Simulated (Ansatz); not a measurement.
# H8N2Si3: the cost of one run

Computed with Ansatz 0.2.0, Gaussian basis. Level: the settings change from run to run.

## Step 1: The geometry

An earlier PBE0-D4 in a triple-zeta def2 set relaxation fixed the geometry.

SMILES `N[Si]N([SiH3])[SiH3]`, 13 atoms, charge 0, spin multiplicity 1.

Atoms are counted from 1 here; the program's logs count them from 0.

Bond lengths: N1–Si2 1.713 Å, N1–H6 1.008 Å, N1–H7 1.010 Å, Si2–N3 1.755 Å, N3–Si4 1.744 Å, N3–Si5 1.740 Å, Si4–H8 1.488 Å, Si4–H9 1.485 Å, Si4–H10 1.487 Å, Si5–H11 1.489 Å, Si5–H12 1.486 Å, Si5–H13 1.487 Å. Angles: Si2–N1–H6 118.5°, Si2–N1–H7 130.0°, H6–N1–H7 111.4°, N1–Si2–N3 102.0°, Si2–N3–Si4 117.3°, Si2–N3–Si5 125.7°, Si4–N3–Si5 117.0°, N3–Si4–H8 110.6°, N3–Si4–H9 108.1°, N3–Si4–H10 110.9°, H8–Si4–H9 109.7°, H8–Si4–H10 107.9°, H9–Si4–H10 109.6°, N3–Si5–H11 111.1°, N3–Si5–H12 111.5°, N3–Si5–H13 108.8°, H11–Si5–H12 107.8°, H11–Si5–H13 108.6° and more.

Coordinates:

```
N    -1.3226    1.6471   -1.3038
Si   -0.7481    1.6449    0.3102
N     0.1003    0.1114    0.3924
Si    0.9522   -0.2526    1.8703
Si    0.1089   -1.1118   -0.8455
H    -1.8817    2.4264   -1.6142
H    -1.1419    0.9998   -2.0575
H     0.4667   -1.5328    2.4520
H     0.7103    0.8562    2.8274
H     2.4121   -0.3878    1.6226
H     0.5101   -0.5395   -2.1599
H    -1.2329   -1.7296   -1.0093
H     1.0871   -2.1664   -0.4700
```

## Step 2: CCSD(T)/def2-mTZVP

This run has density fitting with cc-pVTZ-jkfit, high accuracy, the search for lower states set to full.

Input file in.yaml:

```yaml
crystal:
  periodic: [false, false, false]
  atoms:
    - {symbol: N, position_ang: [-1.322586, 1.647059, -1.303816]}
    - {symbol: Si, position_ang: [-0.748149, 1.644910, 0.310217]}
    - {symbol: N, position_ang: [0.100347, 0.111391, 0.392409]}
    - {symbol: Si, position_ang: [0.952175, -0.252608, 1.870336]}
    - {symbol: Si, position_ang: [0.108899, -1.111780, -0.845473]}
    - {symbol: H, position_ang: [-1.881737, 2.426367, -1.614209]}
    - {symbol: H, position_ang: [-1.141856, 0.999818, -2.057516]}
    - {symbol: H, position_ang: [0.466691, -1.532789, 2.452017]}
    - {symbol: H, position_ang: [0.710285, 0.856194, 2.827410]}
    - {symbol: H, position_ang: [2.412127, -0.387792, 1.622589]}
    - {symbol: H, position_ang: [0.510145, -0.539521, -2.159941]}
    - {symbol: H, position_ang: [-1.232904, -1.729626, -1.009338]}
    - {symbol: H, position_ang: [1.087064, -2.166424, -0.469984]}
basis:
  gaussian: {orbitals: def2-mTZVP, fitting: {mean_field: cc-pVTZ-jkfit}}
hamiltonian: {xc: {name: HF}}
correlation: {method: ccsd_t}
accuracy: high
scf: {lower_state_search: full}
```

Command:

```console
ansatz run in.yaml --threads 4 --pin off --events-out ev --progress --plain --max-ram 10444MiB
```

What time and memory should one allow on 4 threads of Arm Neoverse V1, shared host?

About 17 s, with a peak of 0.86 GiB.
